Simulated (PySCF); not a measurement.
# C5H8Si: the cost of one run

The runs use PySCF 2.14.0, with density-fitted response routines of our own; the level of theory stands in each step. All values are computed, except where a source is named. Atoms count from 0, in the outputs and in this text.

### 1 Starting geometry

14 atoms, charge 0, multiplicity 1; geometry from: GFN2-xTB. The atoms were then displaced at random by about 0.01 Å, so the start is not that level's minimum.

Bonds of the start (Å): C0–C1 1.23, C1–C2 1.45, C2–C3 1.51, C3–C4 1.56, C4–Si5 1.92, Si5–C2 1.93, C0–H6 1.03, C2–H7 1.09, C3–H8 1.09, C3–H9 1.09, C4–H10 1.08, C4–H11 1.10, Si5–H12 1.44, Si5–H13 1.46.

### 2 Optimising the geometry at PBE0-D3(BJ)/def2-SVP

Job settings and geometry (Å):

```
{"job": {"xc": "PBE0", "basis": "def2-SVP", "d3": "d3bj", "grid": 1, "shake": 0.01, "kind": "geom"}, "charge": 0, "multiplicity": 1}
C      2.875000    -0.760210    -0.094090
C      1.755930    -0.326350    -0.367450
C      0.415630     0.150760    -0.644940
C     -0.656090    -0.878750    -0.384380
C     -1.696260    -0.002410     0.372510
Si    -0.388930     1.383100     0.609610
H      3.826370    -1.094810     0.116110
H      0.415270     0.531760    -1.668380
H     -0.324290    -1.685720     0.268070
H     -1.092770    -1.319800    -1.285850
H     -2.544600     0.291180    -0.234150
H     -2.096200    -0.466980     1.280130
H      0.219810     1.448130     1.917800
H     -0.716030     2.715030     0.107260
```

Launch:

```bash
$ OMP_NUM_THREADS=1 python probes_run.py task.json out
```

This one command runs all jobs of the session in turn.

**Question.** How long does this first job take on 1 thread of Arm Neoverse N1, shared host, and how much memory does it need?

About 2.2 min, with a peak of 0.5 GiB.
